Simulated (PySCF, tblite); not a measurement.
# C6H7FO2: a rotation path, then NMR shifts on frames, part 2 of 2

tblite 0.8.0 and PySCF 2.14.0. Atoms count from 0. Earlier steps stand in the parts before.

## 5. NMR shieldings: image 5, PBE0/pcSseg-1

The job: settings as JSON, then the geometry in Å.

```
{"job": {"kind": "nmr", "xc": "PBE0", "basis": "pcSseg-1", "pop": false}, "charge": 0, "multiplicity": 1}
C      2.637800     0.651800     0.579900
O      1.921000    -0.104500    -0.384500
C      0.574400    -0.141300    -0.220400
C     -0.065900    -0.771400     0.765500
C     -1.552100    -0.731300     0.886600
F     -1.900400     0.080000     1.993900
C     -2.157000    -0.151200    -0.349400
C     -1.403700     0.421700    -1.281000
O     -0.052600     0.484700    -1.254200
H      3.690800     0.487000     0.362800
H      2.404300     1.716800     0.486300
H      2.412200     0.321000     1.596400
H      0.489000    -1.271600     1.541600
H     -1.979500    -1.709300     1.146500
H     -3.229400    -0.157300    -0.439500
H     -1.796600     0.884000    -2.174500
```

Method: GIAO PBE0/pcSseg-1 NMR shielding, non-relativistic, gas phase.

The log of the run:

```text
coarse grid: 14120 points
cycle   1  E = -482.3062165608  dE =  1.606e+00  |g| = 8.040e-01  |ddm| = 3.655e+00
cycle   2  E = -482.2086448266  dE =  9.757e-02  |g| = 1.129e+00  |ddm| = 1.431e+00
cycle   3  E = -482.4205437698  dE = -2.119e-01  |g| = 1.002e-01  |ddm| = 9.291e-01
cycle   4  E = -482.4221431381  dE = -1.599e-03  |g| = 4.995e-02  |ddm| = 1.280e-01
cycle   5  E = -482.4225791957  dE = -4.361e-04  |g| = 1.527e-02  |ddm| = 5.048e-02
cycle   6  E = -482.4226175258  dE = -3.833e-05  |g| = 5.986e-03  |ddm| = 1.480e-02
cycle   7  E = -482.4226250041  dE = -7.478e-06  |g| = 1.638e-03  |ddm| = 5.611e-03
final grid: 138872 points
cycle   8  E = -482.5043559631  dE = -2.846e-05  |g| = 1.500e-02  |ddm| = 3.133e-02
cycle   9  E = -482.5042788935  dE =  7.707e-05  |g| = 2.501e-02  |ddm| = 2.784e-02
cycle  10  E = -482.5043960859  dE = -1.172e-04  |g| = 2.663e-03  |ddm| = 1.931e-02
cycle  11  E = -482.5043978887  dE = -1.803e-06  |g| = 5.000e-04  |ddm| = 2.623e-03
cycle  12  E = -482.5043979327  dE = -4.400e-08  |g| = 1.648e-04  |ddm| = 5.225e-04
cycle  13  E = -482.5043979378  dE = -5.150e-09  |g| = 3.740e-05  |ddm| = 1.433e-04
cycle  14  E = -482.5043979381  dE = -2.184e-10  |g| = 1.776e-05  |ddm| = 4.269e-05
converged SCF energy = -482.5043979381

GIAO shielding tensors (ppm)
atom      isotropic    diamagn.    paramagn.     s11        s22        s33       span
  0 C      121.756     243.973    -122.217     85.028     97.987    182.254     97.226
  1 O      246.886     398.294    -151.408    172.199    243.640    324.820    152.621
  2 C       14.869     250.604    -235.735    -77.910     48.760     73.758    151.668
  3 C       95.528     259.478    -163.950     19.814    105.696    161.075    141.262
  4 C      102.382     238.461    -136.078     59.614     82.350    165.182    105.568
  5 F      298.001     475.763    -177.761    175.678    294.618    423.708    248.030
  6 C       78.042     259.540    -181.499    -25.105     95.751    163.479    188.584
  7 C       36.705     248.192    -211.487    -61.370     63.417    108.067    169.436
  8 O      121.780     399.674    -277.894     14.807     64.420    286.114    271.307
  9 H       27.554      27.458       0.095     24.107     25.115     33.439      9.333
 10 H       27.723      29.023      -1.300     23.884     25.654     33.631      9.747
 11 H       27.861      29.294      -1.433     23.919     26.766     32.897      8.978
 12 H       26.615      32.544      -5.929     23.008     26.997     29.841      6.832
 13 H       25.664      28.415      -2.752     22.651     25.033     29.306      6.655
 14 H       26.120      29.612      -3.492     24.011     26.959     27.391      3.380
 15 H       24.793      28.869      -4.076     21.191     26.178     27.010      5.818
```

Run time: 73 s. Hardware: 1 thread, shared host.

This run: δ C2 172.1, C7 150.2, C6 108.9, C3 91.4, H15 6.92, H13 6.05 ppm.

## 6. Nuclear shieldings: image 6, PBE0/pcSseg-1

The job: settings as JSON, then the geometry in Å.

```
{"job": {"kind": "nmr", "xc": "PBE0", "basis": "pcSseg-1", "pop": false}, "charge": 0, "multiplicity": 1}
C      2.657700     0.560400     0.641100
O      1.881600     0.154100    -0.471100
C      0.553300    -0.012700    -0.272900
C     -0.039100    -0.625000     0.755600
C     -1.522900    -0.665100     0.891700
F     -1.904000     0.196300     1.951800
C     -2.175900    -0.200800    -0.367600
C     -1.464800     0.340500    -1.349400
O     -0.118700     0.477800    -1.348700
H      3.691900     0.534000     0.304700
H      2.391500     1.579200     0.938400
H      2.535200    -0.107000     1.495200
H      0.538200    -1.035500     1.566200
H     -1.892400    -1.645700     1.222000
H     -3.248200    -0.261400    -0.434900
H     -1.891100     0.719900    -2.266100
```

Level: GIAO PBE0/pcSseg-1 NMR shielding, non-relativistic, gas phase.

The log of the run:

```text
coarse grid: 14120 points
cycle   1  E = -482.3078659174  dE =  1.618e+00  |g| = 8.018e-01  |ddm| = 3.659e+00
cycle   2  E = -482.2126875836  dE =  9.518e-02  |g| = 1.123e+00  |ddm| = 1.433e+00
cycle   3  E = -482.4217024230  dE = -2.090e-01  |g| = 1.005e-01  |ddm| = 9.296e-01
cycle   4  E = -482.4233423589  dE = -1.640e-03  |g| = 4.755e-02  |ddm| = 1.259e-01
cycle   5  E = -482.4237522465  dE = -4.099e-04  |g| = 1.259e-02  |ddm| = 4.741e-02
cycle   6  E = -482.4237765233  dE = -2.428e-05  |g| = 5.089e-03  |ddm| = 1.144e-02
cycle   7  E = -482.4237813979  dE = -4.875e-06  |g| = 1.467e-03  |ddm| = 4.532e-03
final grid: 138872 points
cycle   8  E = -482.5056189619  dE = -2.573e-05  |g| = 1.548e-02  |ddm| = 3.101e-02
cycle   9  E = -482.5055326269  dE =  8.634e-05  |g| = 2.620e-02  |ddm| = 2.890e-02
cycle  10  E = -482.5056616817  dE = -1.291e-04  |g| = 2.699e-03  |ddm| = 2.028e-02
cycle  11  E = -482.5056635797  dE = -1.898e-06  |g| = 4.880e-04  |ddm| = 2.700e-03
cycle  12  E = -482.5056636217  dE = -4.196e-08  |g| = 1.669e-04  |ddm| = 5.239e-04
cycle  13  E = -482.5056636270  dE = -5.304e-09  |g| = 3.908e-05  |ddm| = 1.463e-04
cycle  14  E = -482.5056636272  dE = -2.404e-10  |g| = 1.905e-05  |ddm| = 4.551e-05
converged SCF energy = -482.5056636272

GIAO shielding tensors (ppm)
atom      isotropic    diamagn.    paramagn.     s11        s22        s33       span
  0 C      126.736     244.121    -117.385     97.407    100.774    182.026     84.619
  1 O      239.918     397.918    -158.001    145.535    260.373    313.845    168.310
  2 C       16.214     249.867    -233.652    -74.057     48.343     74.357    148.414
  3 C      102.338     261.133    -158.795     29.928    108.496    168.590    138.662
  4 C      102.664     238.121    -135.457     58.972     82.486    166.534    107.563
  5 F      294.946     475.792    -180.846    174.036    289.096    421.707    247.671
  6 C       78.050     259.424    -181.374    -24.773     95.966    162.955    187.728
  7 C       37.406     248.026    -210.621    -60.956     64.512    108.660    169.616
  8 O      124.986     399.225    -274.239     18.551     70.061    286.346    267.795
  9 H       27.634      27.396       0.238     23.822     25.559     33.520      9.699
 10 H       27.897      28.976      -1.079     24.188     25.617     33.887      9.699
 11 H       27.698      29.317      -1.619     23.324     26.903     32.868      9.545
 12 H       26.870      33.189      -6.319     22.824     27.344     30.442      7.618
 13 H       25.684      28.520      -2.836     22.613     24.981     29.458      6.845
 14 H       26.130      29.550      -3.420     24.062     26.956     27.373      3.311
 15 H       24.852      28.721      -3.869     21.223     26.224     27.108      5.885
```

Wall time 71 s (1 thread, shared host).

Key values: δ C2 170.7, C7 149.5, C6 108.9, C3 84.6, H15 6.87, H13 6.03 ppm.

## 7. Nuclear shieldings: image 8, PBE0/pcSseg-1

The job: settings as JSON, then the geometry in Å.

```
{"job": {"kind": "nmr", "xc": "PBE0", "basis": "pcSseg-1", "pop": false}, "charge": 0, "multiplicity": 1}
C      2.695500     0.376600     0.637400
O      1.801600     0.573700    -0.434600
C      0.504000     0.258600    -0.242700
C     -0.047800    -0.309200     0.834000
C     -1.516900    -0.547800     0.920000
F     -2.080600     0.348200     1.862900
C     -2.164100    -0.316300    -0.404900
C     -1.491500     0.233400    -1.407900
O     -0.177700     0.560600    -1.377700
H      3.663300     0.718300     0.275400
H      2.401400     0.962900     1.512700
H      2.759000    -0.680500     0.911500
H      0.535400    -0.539900     1.707300
H     -1.756900    -1.534800     1.340600
H     -3.210000    -0.548500    -0.505000
H     -1.922100     0.453700    -2.372900
```

Method: GIAO PBE0/pcSseg-1 NMR shielding, non-relativistic, gas phase.

The log of the run:

```text
coarse grid: 14120 points
cycle   1  E = -482.3122375772  dE =  1.631e+00  |g| = 7.973e-01  |ddm| = 3.668e+00
cycle   2  E = -482.2200290364  dE =  9.221e-02  |g| = 1.113e+00  |ddm| = 1.443e+00
cycle   3  E = -482.4249537001  dE = -2.049e-01  |g| = 1.024e-01  |ddm| = 9.315e-01
cycle   4  E = -482.4266418038  dE = -1.688e-03  |g| = 4.800e-02  |ddm| = 1.244e-01
cycle   5  E = -482.4270706385  dE = -4.288e-04  |g| = 1.174e-02  |ddm| = 4.662e-02
cycle   6  E = -482.4270937428  dE = -2.310e-05  |g| = 4.451e-03  |ddm| = 1.151e-02
cycle   7  E = -482.4270976574  dE = -3.915e-06  |g| = 8.950e-04  |ddm| = 3.617e-03
final grid: 138872 points
cycle   8  E = -482.5097576270  dE = -4.369e-05  |g| = 1.405e-02  |ddm| = 3.808e-02
cycle   9  E = -482.5096970191  dE =  6.061e-05  |g| = 2.292e-02  |ddm| = 2.500e-02
cycle  10  E = -482.5097924872  dE = -9.547e-05  |g| = 2.558e-03  |ddm| = 1.730e-02
cycle  11  E = -482.5097941844  dE = -1.697e-06  |g| = 5.273e-04  |ddm| = 2.719e-03
cycle  12  E = -482.5097942381  dE = -5.371e-08  |g| = 1.796e-04  |ddm| = 5.805e-04
cycle  13  E = -482.5097942445  dE = -6.350e-09  |g| = 3.883e-05  |ddm| = 1.587e-04
cycle  14  E = -482.5097942447  dE = -2.277e-10  |g| = 2.110e-05  |ddm| = 4.582e-05
converged SCF energy = -482.5097942447

GIAO shielding tensors (ppm)
atom      isotropic    diamagn.    paramagn.     s11        s22        s33       span
  0 C      131.310     244.668    -113.359    103.129    110.827    179.973     76.843
  1 O      219.861     397.719    -177.858    114.499    261.433    283.651    169.152
  2 C       17.253     249.698    -232.445    -70.066     45.306     76.517    146.583
  3 C      110.296     262.390    -152.094     47.939    113.279    169.670    121.730
  4 C      103.100     237.926    -134.827     58.969     83.137    167.192    108.223
  5 F      296.801     474.546    -177.745    181.612    289.291    419.500    237.888
  6 C       77.907     259.451    -181.544    -25.760     96.532    162.950    188.710
  7 C       37.139     247.844    -210.705    -61.334     65.306    107.445    168.778
  8 O      132.395     398.776    -266.381     27.976     79.915    289.294    261.318
  9 H       27.506      27.187       0.319     23.179     25.845     33.496     10.317
 10 H       28.025      29.019      -0.994     24.779     25.738     33.558      8.779
 11 H       28.062      29.213      -1.151     24.793     25.737     33.655      8.862
 12 H       27.370      33.938      -6.568     23.175     28.193     30.742      7.568
 13 H       25.680      28.735      -3.055     22.575     25.046     29.417      6.842
 14 H       26.118      29.559      -3.441     24.088     26.899     27.366      3.278
 15 H       24.851      28.641      -3.790     21.176     26.215     27.162      5.986
```

Run time: 73 s. Hardware: 1 thread, shared host.

Key values: δ C2 169.7, C7 149.8, C6 109.0, C4 83.8, H15 6.87, H13 6.04 ppm.

## 8. Run by run: NMR shifts

Shifts (ppm) of some atoms, chosen among heavy atoms and hydrogens apart, with basis size and wall time:

```tsv
frame	C2	C3	C0	H12	H10	O8	O1	functions	time
image 0	166.4	81.7	54.6	4.91	3.84	194.6	101.8	188	95 s
image 2	167.9	87.9	57.1	5.12	4.31	201.4	96.6	188	73 s
image 5	172.1	91.4	65.2	5.10	3.99	214.3	89.2	188	73 s
image 6	170.7	84.6	60.2	4.85	3.82	211.1	96.2	188	71 s
image 8	169.7	76.6	55.6	4.35	3.69	203.7	116.2	188	73 s
```

## 9. Results

The summary covers parts 1 to 2.

| quantity | value |
| --- | --- |
| barrier | 0.181 eV (4.2 kcal/mol) at image 5 |
| end to end (GFN2-xTB) | 0.042 eV |
| ¹³C shifts against TMS (PBE0/pcSseg-1, image 0) | 166.4, 148.8, 111.0, 83.7, 81.7, 54.6 ppm |
| ¹H shifts against TMS (PBE0/pcSseg-1, image 0) | 6.88, 6.02, 5.68, 4.91, 3.96, 3.86, 3.84 ppm |
| ¹⁷O shifts against H2O (PBE0/pcSseg-1, image 0) | 194.6, 101.8 ppm |
| ¹⁹F shifts against CFCl3 (PBE0/pcSseg-1, image 0) | -123.4 ppm |
| surface potential, 1st and 99th percentile | -1.50 V and 1.21 V |
| range of the shift of O1 | 89.2 to 116.2 ppm |

**Reading.** Along the band the dihedral turns by 179°, and the top (dihedral 115°) lies 4.2 kcal/mol above the start (GFN2-xTB, rough), so at room temperature this motion is fast. Ends this close can change order at a higher level. The top was not checked by a frequency run. Shifts at one fixed geometry are not the observed spectrum, which averages over the motion. In the first frame run (image 0): The largest span, 269 ppm, is at O8, where the paramagnetic term is -262 ppm. In ppm, O1 moves most: its shift spreads over 27.0 ppm, from 89.2 (image 5) to 116.2 (image 8).
